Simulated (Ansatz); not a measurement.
# CH7AlBGeNO: the cost of one run

Program: Ansatz 0.2.0. Level of theory: RKS PBE/def2-SVP. These are calculated values, not measurements.

## (1) The structure to begin with

Bond lengths: O1–Ge2 1.781 Å, Ge2–B3 2.026 Å, B3–C4 1.575 Å, B3–N5 1.543 Å, C4–N5 1.489 Å, N5–Al6 1.928 Å, O1–H7 1.029 Å, Ge2–H8 1.573 Å, Ge2–H9 1.571 Å, C4–H10 1.163 Å, C4–H11 1.042 Å, Al6–H12 1.613 Å, Al6–H13 1.639 Å. Angles (14 of 22 angles, heavy atoms first): O1–Ge2–B3 110.6°, Ge2–B3–C4 149.3°, Ge2–B3–N5 153.5°, C4–B3–N5 57.0°, B3–C4–N5 60.4°, B3–N5–C4 62.5°, B3–N5–Al6 106.9°, C4–N5–Al6 111.0°, O1–Ge2–H8 111.2°, O1–Ge2–H9 108.1°, B3–Ge2–H8 108.8°, B3–Ge2–H9 108.7°, Ge2–O1–H7 101.1°, B3–C4–H10 111.4°.

Coordinates:

```xyz
13

O    -0.5625   -3.1791   -0.5412
Ge    0.6686   -1.8939   -0.4659
B    -0.0773   -0.2468    0.4471
C     0.0340    0.8398    1.5815
N    -1.0408    0.9539    0.5579
Al   -0.5452    2.2003   -0.8270
H    -1.2697   -2.7401   -1.1468
H     1.1656   -1.4955   -1.9044
H     1.8824   -2.4299    0.3761
H    -0.4413    0.4663    2.5754
H     0.8008    1.5445    1.5670
H     1.0178    2.5652   -0.9828
H    -1.6120    3.3805   -1.2222
```

## (2) Relaxing end A

input.yaml reads:

```yaml
crystal:
  periodic: [false, false, false]
  atoms:
    - { symbol: O, position_ang: [-0.5625, -3.1791, -0.5412] }
    - { symbol: Ge, position_ang: [0.6686, -1.8939, -0.4659] }
    - { symbol: B, position_ang: [-0.0773, -0.2468, 0.4471] }
    - { symbol: C, position_ang: [0.034, 0.8398, 1.5815] }
    - { symbol: "N", position_ang: [-1.0408, 0.9539, 0.5579] }
    - { symbol: Al, position_ang: [-0.5452, 2.2003, -0.827] }
    - { symbol: H, position_ang: [-1.2697, -2.7401, -1.1468] }
    - { symbol: H, position_ang: [1.1656, -1.4955, -1.9044] }
    - { symbol: H, position_ang: [1.8824, -2.4299, 0.3761] }
    - { symbol: H, position_ang: [-0.4413, 0.4663, 2.5754] }
    - { symbol: H, position_ang: [0.8008, 1.5445, 1.567] }
    - { symbol: H, position_ang: [1.0178, 2.5652, -0.9828] }
    - { symbol: H, position_ang: [-1.612, 3.3805, -1.2222] }
basis:
  gaussian: { orbitals: def2-SVP }
hamiltonian:
  xc: pbe
relax:
  f_tol: 0.015
  max_steps: 40
```

On the command line:

```console
> ansatz run input.yaml --threads 2 --pin off --max-ram 3072MiB --backend cpu --events-out ev --progress --plain --runs-dir out
```

Q: Estimate wall time and peak memory on 2 threads of Intel Xeon Platinum 8259CL at 2.50GHz (Skylake/Cascade Lake), shared host.

About 2.6 min, with a peak of 0.25 GiB.
